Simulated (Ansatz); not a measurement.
# YbN: the cost of one run

Method: DFT LDA+U (U_eff = 6 eV on Yb f), plane waves, PAW, no spin–orbit coupling unless a run says so, in Ansatz 0.2.0.

2 further runs of the same task are left out: 2 that didn't finish. Runs told in other sessions of the task aren't counted.

## (1) The system as given

Symmetry: P-6m2, No. 187, hexagonal system. Conventional cell: a = 3.233 Å, b = 3.233 Å, c = 3.155 Å, α = 90.00°, β = 90.00°, γ = 120.00°. Around Yb (site symmetry -6m2) lie 6 N at 2.44 Å. N (site symmetry -6m2) has 6 Yb at 2.44 Å in its first shell of neighbours.

As a file:

```cif
data_structure
_symmetry_space_group_name_H-M 'P 1'
_symmetry_Int_Tables_number 1
_cell_length_a 3.2331
_cell_length_b 3.2331
_cell_length_c 3.1554
_cell_angle_alpha 90.000
_cell_angle_beta 90.000
_cell_angle_gamma 120.000
_cell_volume 28.56
loop_
_atom_site_label
_atom_site_type_symbol
_atom_site_fract_x
_atom_site_fract_y
_atom_site_fract_z
_atom_site_occupancy
Yb1 Yb 0.00000 0.00000 0.00000 1
N1 N 0.66667 0.33333 0.50000 1
```

An earlier series on this cell reached its lowest free state from «ferromagnetic start, free, natural orbitals of the symmetric run filled by rank», perhaps among other starts.

## (2) Total moment locked at zero, no site moments, 0.00 μB per cell

Contents of input.yaml:

```yaml
crystal:
  lattice:
    - [3.2331443, 0.0, 0.0]
    - [-1.61657215, 2.7999851, 0.0]
    - [0.0, 0.0, 3.15538865]
  atoms:
    - { symbol: Yb, position: [0.0, 0.0, 0.0] }
    - { symbol: "N", position: [0.6666666667, 0.3333333333, 0.5] }
basis:
  ecutwfc: 420
  ecutrho_ratio: 4
kpoints:
  mp_grid: { grid: [7, 7, 6] }
hamiltonian:
  xc: lda
  hubbard: { sites: [{ site: 0, l: f, u_eff: 6.0 }] }
scf:
  occupations: { method: gaussian, width: 0.05 }
  lower_state_search: "off"
  max_iter: 150
output:
  forces: true
  stress: true
  eigenvalues: true
  populations: true
  hubbard: { sites: [{ site: 0, l: f }] }
magnetization:
  spin_polarized: true
  initial_magnetization: 0.0
  spin_locking: { lock_magnetization: hard }
```

The lock stays on to the end, so the result is a constrained state unless its moments die out.

On the command line:

```bash
$ ansatz run input.yaml --threads 2 --pin off --max-ram 3072MiB --backend cpu --events-out ev --progress --plain --runs-dir out
```

What time and memory should one allow on 2 threads of Arm Neoverse N1, shared host?

About 4.2 s, with a peak of 0.32 GiB.
